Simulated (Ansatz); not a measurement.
# LaIr2Si2: the cost of one run

Program: Ansatz 0.2.0. Level of theory: DFT PBEsol with spin–orbit coupling, plane waves, PAW. These are calculated values, not measurements.

3 further runs of the same task are left out: 3 set aside as unsound or not needed.

## (1) The system as given

Symmetry: I4/mmm, No. 139, tetragonal system. The conventional cell has a = 4.097 Å, b = 4.097 Å, c = 10.232 Å, α = 90.00°, β = 90.00°, γ = 90.00°. La (site symmetry 4/mmm) is surrounded by 8 Si at 3.17 Å and 8 Ir at 3.28 Å. Ir (site symmetry -4m2) is surrounded by 4 Si at 2.41 Å. Around Si (site symmetry 4mm) lie 4 Ir at 2.41 Å and 1 Si at 2.59 Å and 4 La at 3.17 Å.

Coordinates:

```xyz
5
Lattice="-2.0486 2.0486 5.1160 2.0486 -2.0486 5.1160 2.0486 2.0486 -5.1160" Properties=species:S:1:pos:R:3 pbc="T T T"
La    0.0000    0.0000    0.0000
Ir    0.0000    2.0486    2.5580
Ir    2.0486    0.0000    2.5580
Si    0.0000    0.0000    3.8203
Si    0.0000    0.0000    6.4117
```

Origin of the cell: volume kept, shape and atoms relaxed. An earlier run on this cell at PBEsol, without spin–orbit coupling gave 0.53 GPa at 17.176 Å³/atom (10×10×10 mesh), no gap.

## (2) Spin-orbit coupling: bands, spin texture, Fermi surface

input.yaml

```yaml
crystal:
  lattice:
    - [-2.0485973387, 2.0485973387, 5.1160111028]
    - [2.0485973387, -2.0485973387, 5.1160111028]
    - [2.0485973387, 2.0485973387, -5.1160111028]
  atoms:
    - { symbol: La, position: [0.0, 0.0, 0.0] }
    - { symbol: Ir, position: [0.75, 0.25, 0.5] }
    - { symbol: Ir, position: [0.25, 0.75, 0.5] }
    - { symbol: Si, position: [0.3733698459, 0.3733698459, 0.0] }
    - { symbol: Si, position: [0.6266301541, 0.6266301541, 0.0] }
basis:
  ecutwfc: 420
  ecutrho_ratio: 4
kpoints:
  mp_grid: { grid: [10, 10, 10] }
  band_path:
    path:
      - [[0.0, 0.0, 0.0], [0.0, 0.0, 0.5], [0.25, 0.25, 0.25], [0.0, 0.5, 0.0], [0.0, 0.0, 0.0], [0.5, 0.5, -0.5], [0.29008577, 0.70991423, -0.29008577]]
      - [[-0.29008577, 0.29008577, 0.29008577], [0.0, 0.0, 0.0]]
      - [[0.0, 0.0, 0.5], [-0.08017155, 0.08017155, 0.5]]
      - [[0.5, 0.5, -0.08017155], [0.5, 0.5, -0.5]]
    npoints: 10
hamiltonian:
  xc: pbesol
scf:
  occupations: { method: gaussian, width: 0.05 }
output:
  forces: true
  stress: true
  eigenvalues: true
  populations: true
  hubbard: { sites: [{ species: La, l: f }] }
  eigenstates:
    nscf_kmesh: { grid: [12, 12, 12] }
    de_dk: true
    e_range: [-2.5, 2.5]
  write_density: true
  write_potential: true
  elf: true
  volumetric_format: npy
magnetization:
  noncollinear: true
  spin_orbit: true
```

The run is started by

```bash
$ ansatz run input.yaml --threads 8 --pin off --max-ram 15360MiB --backend cpu --events-out ev --progress --plain --runs-dir out
```

**Question.** How long does this run take on 8 threads of Arm Neoverse V1, shared host, and how much memory does it need?

About 88 s, with a peak of 1.9 GiB.
